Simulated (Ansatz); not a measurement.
**C₃H₈O₃Si: up Jacob's ladder to CCSD(T)**

One table from this session's results is given with a row withheld; the runs are named, their logs left out.

Program: Ansatz 0.2.0, Gaussian basis. Level of theory: functionals in def2-TZVPP, the program's frozen cores in correlated methods. These are calculated values, not measurements.

The runs, in order: PBE-D4, r2SCAN-D4, PBE0-D4, B3LYP-D4, ωB97X-V, ωB97M-V, B2PLYP; CCSD(T)/def2-TZVPP; MP2/def2-QZVPP; extrapolation to the limit.

## Structure used throughout

All runs share one geometry, relaxed beforehand with PBE0-D4 in a triple-zeta def2 set.

SMILES `CO[SiH2]OC(C)=O`, 15 atoms, charge 0, spin multiplicity 1.

Atoms are counted from 1 here; the program's logs count them from 0.

Bond lengths: C1–O2 1.410 Å, C1–H8 1.091 Å, C1–H9 1.094 Å, C1–H10 1.097 Å, O2–Si3 1.628 Å, Si3–O4 1.695 Å, Si3–H11 1.472 Å, Si3–H12 1.481 Å, O4–C5 1.338 Å, C5–C6 1.494 Å, C5–O7 1.206 Å, C6–H13 1.092 Å, C6–H14 1.092 Å, C6–H15 1.087 Å. Angles: O2–C1–H8 108.3°, O2–C1–H9 110.9°, O2–C1–H10 111.6°, H8–C1–H9 108.8°, H8–C1–H10 108.5°, H9–C1–H10 108.7°, C1–O2–Si3 123.9°, O2–Si3–O4 105.5°, O2–Si3–H11 106.5°, O2–Si3–H12 110.5°, O4–Si3–H11 110.8°, O4–Si3–H12 108.0°, H11–Si3–H12 115.2°, Si3–O4–C5 115.8°, O4–C5–C6 113.3°, O4–C5–O7 121.3°, C6–C5–O7 125.4°, C5–C6–H13 109.6° and more.

Geometry (Å):

| atom | x (Å) | y (Å) | z (Å) |
| --- | --- | --- | --- |
| C1 | 0.2744 | 1.7797 | -2.1552 |
| O2 | 1.3053 | 1.1551 | -1.4235 |
| Si3 | 1.1527 | -0.2919 | -0.6925 |
| O4 | 0.0044 | -0.0610 | 0.5326 |
| C5 | -0.2517 | -1.1278 | 1.2987 |
| C6 | -1.2847 | -0.8685 | 2.3462 |
| O7 | 0.3195 | -2.1755 | 1.1256 |
| H8 | 0.7148 | 2.5781 | -2.7544 |
| H9 | -0.4726 | 2.2143 | -1.4841 |
| H10 | -0.2266 | 1.0746 | -2.8292 |
| H11 | 2.4709 | -0.6117 | -0.1211 |
| H12 | 0.6162 | -1.2967 | -1.6385 |
| H13 | -0.9605 | -0.0435 | 2.9835 |
| H14 | -2.2184 | -0.5612 | 1.8707 |
| H15 | -1.4437 | -1.7641 | 2.9412 |

Set-up of the first run:

File in.yaml:

```yaml
crystal:
  periodic: [false, false, false]
  atoms:
    - {symbol: C, position_ang: [0.274418, 1.779720, -2.155212]}
    - {symbol: O, position_ang: [1.305331, 1.155149, -1.423461]}
    - {symbol: Si, position_ang: [1.152702, -0.291863, -0.692505]}
    - {symbol: O, position_ang: [0.004370, -0.060981, 0.532551]}
    - {symbol: C, position_ang: [-0.251733, -1.127800, 1.298686]}
    - {symbol: C, position_ang: [-1.284732, -0.868526, 2.346226]}
    - {symbol: O, position_ang: [0.319490, -2.175534, 1.125565]}
    - {symbol: H, position_ang: [0.714814, 2.578051, -2.754411]}
    - {symbol: H, position_ang: [-0.472636, 2.214293, -1.484073]}
    - {symbol: H, position_ang: [-0.226597, 1.074599, -2.829174]}
    - {symbol: H, position_ang: [2.470949, -0.611677, -0.121092]}
    - {symbol: H, position_ang: [0.616226, -1.296651, -1.638509]}
    - {symbol: H, position_ang: [-0.960528, -0.043467, 2.983500]}
    - {symbol: H, position_ang: [-2.218390, -0.561178, 1.870744]}
    - {symbol: H, position_ang: [-1.443684, -1.764135, 2.941176]}
basis:
  gaussian: {orbitals: def2-TZVPP}
hamiltonian: {xc: pbe, dispersion: d4}
output: {forces: true, orbitals: {seedname: orbitals}}
```

The run is started by

```
ansatz run in.yaml --threads 2 --pin off --events-out ev --progress --plain --max-ram 20480MiB --backend cuda --devices 0, --max-vram 18GiB
```

Steps of the session up to this table: PBE-D4 (GGA); r2SCAN-D4 (meta-GGA); PBE0-D4 (hybrid); B3LYP-D4 (hybrid); ωB97X-V (range-separated); ωB97M-V (range-separated); B2PLYP (double hybrid); CCSD(T) in def2-TZVPP; MP2 in def2-QZVPP.

One of the session's tables, all rows but one given; the rest of the session is left out.

It belongs to the step «Atomisation energies». 

```
            method  atomisation energy (kJ/mol)
            PBE-D4                       6223.3
         r2SCAN-D4                       6114.7
           PBE0-D4                       6087.3
          B3LYP-D4                       6085.2
           ωB97X-V                       6112.4
           ωB97M-V                            ?
            B2PLYP                       6034.4
     HF/def2-TZVPP                       4398.1
    MP2/def2-TZVPP                       6072.3
   CCSD/def2-TZVPP                       5842.2
CCSD(T)/def2-TZVPP                       5938.4
           MP2/CBS                       6232.8
       CCSD(T)/CBS                       6098.9
```

Q: Estimate the row for ωB97M-V from the others.

The run gave: atomisation energy (kJ/mol): 6113.9. In the column «atomisation energy (kJ/mol)» it lies between ωB97X-V (6112.4) and r2SCAN-D4 (6114.7).

Caveats from the session: Free atoms (3 C, 3 O, 1 Si, 8 H) were run apart at each level; the atomisation energy is their sum less the molecule, without zero-point or spin-orbit terms.
